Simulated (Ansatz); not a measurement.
# C₂H₆Cl₂FO₂Ta: one species, many methods

An exercise on one series of results from a longer session: the logs are not shown, and one member is left open.

Method: functionals in def2-TZVPP, the program's frozen cores in correlated methods; program: Ansatz 0.2.0, Gaussian basis.

The runs, in order: LDA (SPW92), PBE-D4, revPBE-D4, BLYP-D4, r2SCAN-D4, B97M-V, PBE0-D4, B3LYP-D4, r2SCANh-D4, r2SCAN0-D4, HSE06-D4, BHLYP-D4, CAM-B3LYP-D4, LC-ωPBE, ωB97X-V, ωB97M-V, B2PLYP, PBE-QIDH; CCSD(T)/def2-SVP; CCSD(T)/def2-TZVPP; MP2/def2-QZVPP; extrapolation to the limit; RPA on PBE.

1 further run of the same task is left out (it didn't finish).

**Structure used throughout**

An earlier PBE0-D4 in a triple-zeta def2 set relaxation fixed the geometry. Ta takes the def2 core potential; no spin-orbit term is included.

SMILES `C[O][Ta]([F])([Cl])([Cl])[O]C`, 14 atoms, charge 0, spin multiplicity 1.

Atoms are counted from 1 here; the program's logs count them from 0.

Bond lengths: C1–O2 1.411 Å, C1–H9 1.092 Å, C1–H10 1.092 Å, C1–H11 1.092 Å, O2–Ta3 1.859 Å, Ta3–F4 1.902 Å, Ta3–Cl5 2.324 Å, Ta3–Cl6 2.319 Å, Ta3–O7 1.859 Å, O7–C8 1.388 Å, C8–H12 1.094 Å, C8–H13 1.093 Å, C8–H14 1.094 Å. Angles: O2–C1–H9 108.7°, O2–C1–H10 110.6°, O2–C1–H11 108.7°, H9–C1–H10 109.8°, H9–C1–H11 109.2°, H10–C1–H11 109.8°, C1–O2–Ta3 136.8°, O2–Ta3–F4 89.4°, O2–Ta3–Cl5 118.0°, O2–Ta3–Cl6 117.0°, O2–Ta3–O7 94.7°, F4–Ta3–Cl5 87.0°, F4–Ta3–Cl6 87.9°, F4–Ta3–O7 175.7°, Cl5–Ta3–Cl6 124.7°, Cl5–Ta3–O7 89.9°, Cl6–Ta3–O7 91.5°, Ta3–O7–C8 165.4° and more.

Geometry (Å):

```xyz
14
C2H6Cl2FO2Ta
C    -1.1973   -2.1776    1.1633
O    -0.4351   -1.1717    0.5325
Ta   -0.5717    0.6617    0.2585
F    -2.2280    0.6573    1.1938
Cl   -1.7623    1.4008   -1.5955
Cl    0.2684    2.0389    1.9242
O     1.0103    0.7885   -0.7103
C     2.0592    1.1996   -1.5214
H    -1.4589   -2.9356    0.4224
H    -2.1066   -1.7562    1.5980
H    -0.5916   -2.6366    1.9471
H     2.6567    1.9527   -0.9994
H     2.6946    0.3453   -1.7686
H     1.6625    1.6328   -2.4447
```

Set-up of the first run:

The input, in.yaml:

```yaml
crystal:
  periodic: [false, false, false]
  atoms:
    - {symbol: C, position_ang: [-1.197350, -2.177566, 1.163306]}
    - {symbol: O, position_ang: [-0.435140, -1.171713, 0.532522]}
    - {symbol: Ta, position_ang: [-0.571656, 0.661677, 0.258549]}
    - {symbol: F, position_ang: [-2.228042, 0.657269, 1.193764]}
    - {symbol: Cl, position_ang: [-1.762279, 1.400760, -1.595477]}
    - {symbol: Cl, position_ang: [0.268372, 2.038865, 1.924183]}
    - {symbol: O, position_ang: [1.010298, 0.788517, -0.710329]}
    - {symbol: C, position_ang: [2.059186, 1.199607, -1.521396]}
    - {symbol: H, position_ang: [-1.458946, -2.935585, 0.422399]}
    - {symbol: H, position_ang: [-2.106616, -1.756153, 1.597994]}
    - {symbol: H, position_ang: [-0.591558, -2.636566, 1.947101]}
    - {symbol: H, position_ang: [2.656659, 1.952737, -0.999385]}
    - {symbol: H, position_ang: [2.694571, 0.345336, -1.768550]}
    - {symbol: H, position_ang: [1.662492, 1.632836, -2.444680]}
basis:
  gaussian: {orbitals: def2-TZVPP}
hamiltonian: {xc: lda}
output: {orbitals: {seedname: orbitals}}
```

Command:

```
$ ansatz run in.yaml --threads 2 --pin off --events-out ev --progress --plain --max-ram 22528MiB --backend cuda --devices 0, --max-vram 18GiB
```

Steps of the session up to this table: LDA; PBE-D4 (GGA); revPBE-D4 (GGA); BLYP-D4 (GGA); r2SCAN-D4 (meta-GGA); B97M-V (meta-GGA); B3LYP-D4 (hybrid); r2SCANh-D4 (hybrid); r2SCAN0-D4 (hybrid); HSE06-D4 (hybrid); BHLYP-D4 (hybrid); CAM-B3LYP-D4 (range-separated); LC-ωPBE (range-separated); ωB97X-V (range-separated); ωB97M-V (range-separated); B2PLYP (double hybrid); PBE-QIDH (double hybrid).

One of the session's tables, all rows but one given; the rest of the session is left out.

It belongs to the step «Orbital energies across the functionals». 

```
  functional  HOMO (eV)  LUMO (eV)  gap (eV)
 LDA (SPW92)      -7.33      -2.64      4.69
      PBE-D4      -7.17      -2.40      4.76
   revPBE-D4      -7.11      -2.31      4.80
     BLYP-D4      -7.02      -2.29      4.74
   r2SCAN-D4      -7.52      -2.31      5.22
      B97M-V      -7.63      -2.32      5.31
     PBE0-D4          ?          ?         ?
    B3LYP-D4      -8.36      -1.85      6.51
  r2SCANh-D4      -8.06      -2.02      6.04
  r2SCAN0-D4      -8.88      -1.58      7.30
    HSE06-D4      -8.23      -2.02      6.21
    BHLYP-D4      -9.98      -0.73      9.25
CAM-B3LYP-D4     -10.01      -0.58      9.43
     LC-ωPBE     -11.39       0.58     11.97
     ωB97X-V     -11.04       0.47     11.51
     ωB97M-V     -10.92       0.40     11.32
```

**Question.** Estimate the row for PBE0-D4.

As computed: HOMO (eV): -8.63; LUMO (eV): -1.64; gap (eV): 6.99. In the column «HOMO (eV)» it lies between r2SCAN0-D4 (-8.88) and B3LYP-D4 (-8.36).
